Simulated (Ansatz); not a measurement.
# BeH₃+ (singlet): wave-function methods side by side at scale of all distances = 1.761, cc-pVTZ

One table from this session's results is given with a row withheld; the runs are named, their logs left out.

Program: Ansatz 0.2.0, Gaussian basis. Level of theory: cc-pVTZ, core rule «outside noble gas», up to 1 orbitals frozen. These are calculated values, not measurements.

To be run: UHF; CCSD(T) on RHF; CCSD(T) on UHF; BCCD(T) on RHF; CCSDT(Q) on RHF; CCSDT(Q) on UHF; CASSCF and NEVPT2, 2 electrons in 2 orbitals; Full CI.

23 further runs of the same task are left out: 10 for a known fault of the program, 10 that didn't finish, 3 set aside as unsound or not needed. Runs told in other sessions of the task aren't counted.

## What is computed

The geometry derives from a PBE0/def2-TZVP stationary point (not a proven minimum). All distances are scaled together.

4 atoms, charge 1, spin multiplicity 1.

Atoms are counted from 1 here; the program's logs count them from 0.

No contacts short enough for the rule that draws bonds.

As a file:

```xyz
4
BeH3
Be    0.00000    0.00000    0.28855
H     0.00000    0.68743   -2.59266
H     0.00000    0.00000    2.60532
H     0.00000   -0.68743   -2.59266
```

The first run:

in.yaml

```yaml
crystal:
  periodic: [false, false, false]
  atoms:
    - {symbol: Be, position_ang: [0.000000, 0.000000, 0.288553]}
    - {symbol: H, position_ang: [0.000000, 0.687431, -2.592662]}
    - {symbol: H, position_ang: [0.000000, 0.000000, 2.605321]}
    - {symbol: H, position_ang: [0.000000, -0.687431, -2.592662]}
basis:
  gaussian: {orbitals: cc-pVTZ}
total_charge: 1
magnetization: {spin_polarized: true, initial_magnetization: 0}
hamiltonian: {xc: hf}
output: {orbitals: {seedname: orbitals}}
```

Command:

```sh
$ ansatz run in.yaml --threads 1 --pin off --events-out ev --progress --plain --max-ram 2393MiB
```

Among the steps run: UHF; CCSD(T) on RHF; CCSD(T) on UHF; BCCD(T) on RHF; CCSDT(Q) on RHF; CCSDT(Q) on UHF; CASSCF and NEVPT2, 2 electrons in 2 orbitals; Full CI.

One table of the session follows, with a row left open; its other results are not shown here.

| method | from FCI (kcal/mol) |
| --- | --- |
| RHF | +73.32 |
| RMP2 | +25.30 |
| UMP2 | +22.61 |
| RCCSD | ? |
| UCCSD | +0.75 |
| RCCSD(T) | +0.12 |
| UCCSD(T) | +0.24 |
| BCCD(T) | +0.14 |
| RCCSDT | +0.05 |
| UCCSDT | +0.07 |
| RCCSDT(Q) | +0.01 |
| UCCSDT(Q) | +0.03 |
| CASSCF pair | +39.39 |
| NEVPT2 pair | +12.94 |
| FCI | 0 |

**Question.** Estimate the row for RCCSD.

**Answer.** from FCI (kcal/mol): +0.70. In the column «from FCI (kcal/mol)» it lies between UCCSD(T) (+0.24) and UCCSD (+0.75).

Left out of the table: UHF (another determinant or state than the rows shown).

Limits of these values: The determinant of HF (⟨S²⟩ 1.12) is far from a pure spin state, so its energy mixes those of several spin states; that is harmless only where they are near-degenerate. The determinant of CCSD(T) (⟨S²⟩ 0.81) is far from a pure spin state, so its energy mixes those of several spin states; high orders of coupled cluster remove much of that, low ones don't. The determinant of CCSDT(Q) (⟨S²⟩ 0.81) is far from a pure spin state, so its energy mixes those of several spin states; high orders of coupled cluster remove much of that, low ones don't. Restricted and unrestricted rows rest on different reference determinants; a gap between their highest levels can come from leftover correlation error, from unlike frozen cores or from another state.
